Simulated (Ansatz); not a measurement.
# C6H3N: the cost of one run

Program: Ansatz 0.2.0. Level of theory: the levels named in each step. These are calculated values, not measurements.

## 1. The system as given

Bond lengths: C1–C2 1.289 Å, C2–C3 1.310 Å, C3–C4 1.401 Å, C4–C5 1.213 Å, C5–C6 1.357 Å, C6–N7 1.151 Å, C1–H8 1.085 Å, C1–H9 1.073 Å, C3–H10 1.084 Å. Angles: C1–C2–C3 179.9°, C2–C1–H8 121.7°, C2–C1–H9 122.0°, H8–C1–H9 116.3°, C2–C3–C4 122.7°, C2–C3–H10 121.0°, C4–C3–H10 116.4°, C3–C4–C5 179.2°, C4–C5–C6 179.6°, C5–C6–N7 179.8°.

Coordinates:

```xyz
10

C    -3.2447    1.0552   -0.1621
C    -2.3343    0.1926    0.1349
C    -1.4079   -0.6829    0.4371
C    -0.0450   -0.4530    0.2060
C     1.1386   -0.2670    0.0162
C     2.4631   -0.0661   -0.2027
N     3.5862    0.1008   -0.3896
H    -3.5646    1.8118    0.5462
H    -3.7279    1.0656   -1.1201
H    -1.6659   -1.6354    0.8860
```

## 2. A rough first relaxation, PBE-D4/def2-SVP

This run stands in another session on the same molecule. It ended at:

```xyz
10

C    -3.2996    1.0673   -0.1582
C    -2.3568    0.2057    0.1346
C    -1.4012   -0.6747    0.4347
C    -0.0233   -0.4467    0.2019
C     1.1854   -0.2788    0.0116
C     2.5231   -0.0834   -0.2032
N     3.6774    0.0837   -0.3879
H    -3.6290    1.8275    0.5719
H    -3.7931    1.0643   -1.1461
H    -1.6853   -1.6435    0.8924
```

## 3. Relaxation, HF/STO-3G

File input.yaml:

```yaml
crystal:
  periodic: [false, false, false]
  atoms:
    - { symbol: C, position_ang: [-3.29959195, 1.06725724, -0.15817721] }
    - { symbol: C, position_ang: [-2.35684638, 0.20567508, 0.13461615] }
    - { symbol: C, position_ang: [-1.401188, -0.6746684, 0.43471783] }
    - { symbol: C, position_ang: [-0.02328504, -0.44666679, 0.20190386] }
    - { symbol: C, position_ang: [1.18537044, -0.27875623, 0.01161884] }
    - { symbol: C, position_ang: [2.52308993, -0.08342799, -0.20321297] }
    - { symbol: "N", position_ang: [3.67739949, 0.083661, -0.38789124] }
    - { symbol: H, position_ang: [-3.62901075, 1.82752343, 0.5719109] }
    - { symbol: H, position_ang: [-3.79308384, 1.06434508, -1.14612137] }
    - { symbol: H, position_ang: [-1.68533389, -1.6434624, 0.89238523] }
basis:
  gaussian: { orbitals: STO-3G }
hamiltonian:
  xc: hf
relax:
  f_tol: 0.002
  max_steps: 150
```

The run is started by

```sh
> ansatz run input.yaml --threads 4 --pin off --max-ram 10240MiB --backend cpu --events-out ev --progress --plain --runs-dir out
```

**Question.** How long does this run take on 4 threads of Arm Neoverse V1, shared host, and how much memory does it need?

About 4 s, with a peak of 0.092 GiB.
